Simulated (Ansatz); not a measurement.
# CH6BNSi: one species, many methods

The task here is to estimate one member of a computed series from the others.

The runs use Ansatz 0.2.0, Gaussian basis; functionals in def2-TZVPP, the program's frozen cores in correlated methods.

Levels to be run: LDA (SPW92), PBE-D4, revPBE-D4, BLYP-D4, r2SCAN-D4, B97M-V, PBE0-D4, B3LYP-D4, r2SCANh-D4, r2SCAN0-D4, HSE06-D4, BHLYP-D4, CAM-B3LYP-D4, LC-ωPBE, ωB97X-V, ωB97M-V, B2PLYP, PBE-QIDH; CCSD(T)/def2-SVP; CCSD(T)/def2-TZVPP; MP2/def2-QZVPP; extrapolation to the limit; RPA on PBE.

**The geometry**

An earlier PBE0-D4 in a triple-zeta def2 set relaxation fixed the geometry.

10 atoms, charge 0, spin multiplicity 1.

Atoms are counted from 1 here; the program's logs count them from 0.

Bond lengths: B1–N4 1.459 Å, B1–H5 1.193 Å, B1–H6 1.196 Å, Si2–C3 1.922 Å, Si2–N4 2.024 Å, Si2–H7 1.518 Å, C3–N4 1.444 Å, C3–H8 1.084 Å, C3–H9 1.086 Å, N4–H10 1.010 Å. Angles: N4–B1–H5 117.4°, N4–B1–H6 116.2°, H5–B1–H6 123.8°, C3–Si2–N4 42.8°, C3–Si2–H7 97.3°, N4–Si2–H7 89.4°, Si2–C3–N4 72.3°, Si2–C3–H8 121.6°, Si2–C3–H9 116.0°, N4–C3–H8 113.8°, N4–C3–H9 112.1°, H8–C3–H9 113.9°, B1–N4–Si2 78.5°, B1–N4–C3 120.4°, B1–N4–H10 120.1°, Si2–N4–C3 64.8°, Si2–N4–H10 108.6°, C3–N4–H10 115.4°.

Set-up of the first run:

The input, in.yaml:

```yaml
crystal:
  periodic: [false, false, false]
  atoms:
    - {symbol: B, position_ang: [-1.143596, 0.276802, -0.747974]}
    - {symbol: Si, position_ang: [0.448451, 1.284113, 0.474779]}
    - {symbol: C, position_ang: [0.465181, -0.564666, 0.999469]}
    - {symbol: N, position_ang: [0.032154, -0.503974, -0.377190]}
    - {symbol: H, position_ang: [-1.276262, 0.554041, -1.900228]}
    - {symbol: H, position_ang: [-2.035894, 0.298328, 0.047566]}
    - {symbol: H, position_ang: [1.788793, 1.293776, -0.236857]}
    - {symbol: H, position_ang: [1.393301, -1.106256, 1.142050]}
    - {symbol: H, position_ang: [-0.333107, -0.877354, 1.666303]}
    - {symbol: H, position_ang: [0.743879, -0.706009, -1.064917]}
basis:
  gaussian: {orbitals: def2-TZVPP}
hamiltonian: {xc: lda}
output: {orbitals: {seedname: orbitals}}
```

Launch:

```
ansatz run in.yaml --threads 2 --pin off --events-out ev --progress --plain --max-ram 4352MiB
```

Among the steps run: LDA; PBE-D4 (GGA); revPBE-D4 (GGA); BLYP-D4 (GGA); r2SCAN-D4 (meta-GGA); B97M-V (meta-GGA); PBE0-D4 (hybrid); B3LYP-D4 (hybrid); r2SCANh-D4 (hybrid); r2SCAN0-D4 (hybrid); HSE06-D4 (hybrid); BHLYP-D4 (hybrid); CAM-B3LYP-D4 (range-separated); LC-ωPBE (range-separated); ωB97X-V (range-separated); ωB97M-V (range-separated); B2PLYP (double hybrid); PBE-QIDH (double hybrid).

One table of the session follows, with a row left open; its other results are not shown here.

It belongs to the step «Frontier levels by functional». 

| functional | HOMO (eV) | LUMO (eV) | gap (eV) |
| --- | --- | --- | --- |
| LDA (SPW92) | -5.81 | -2.30 | 3.52 |
| PBE-D4 | -5.71 | -2.13 | 3.58 |
| revPBE-D4 | -5.67 | -2.07 | 3.60 |
| BLYP-D4 | -5.57 | -1.99 | 3.58 |
| r2SCAN-D4 | ? | ? | ? |
| B97M-V | -5.97 | -2.02 | 3.94 |
| PBE0-D4 | -6.68 | -1.31 | 5.37 |
| B3LYP-D4 | -6.51 | -1.49 | 5.02 |
| r2SCANh-D4 | -6.24 | -1.68 | 4.56 |
| r2SCAN0-D4 | -6.79 | -1.22 | 5.56 |
| HSE06-D4 | -6.29 | -1.68 | 4.61 |
| BHLYP-D4 | -7.55 | -0.38 | 7.17 |
| CAM-B3LYP-D4 | -7.91 | -0.26 | 7.65 |
| LC-ωPBE | -9.15 | 0.75 | 9.90 |
| ωB97X-V | -8.84 | 0.71 | 9.56 |
| ωB97M-V | -8.70 | 0.60 | 9.30 |

Q: Estimate the row for r2SCAN-D4 from the others.

Worked estimate for «HOMO (eV)». Against the share of exact exchange, r2SCANh-D4 (0.1, -6.24), r2SCAN0-D4 (0.25, -6.79) give a slope of -3.67 per unit share; at 0 the line stands at -5.87.

The run gave: HOMO (eV): -5.87; LUMO (eV): -1.99; gap (eV): 3.89. In «HOMO (eV)» the line misses by 0.00.
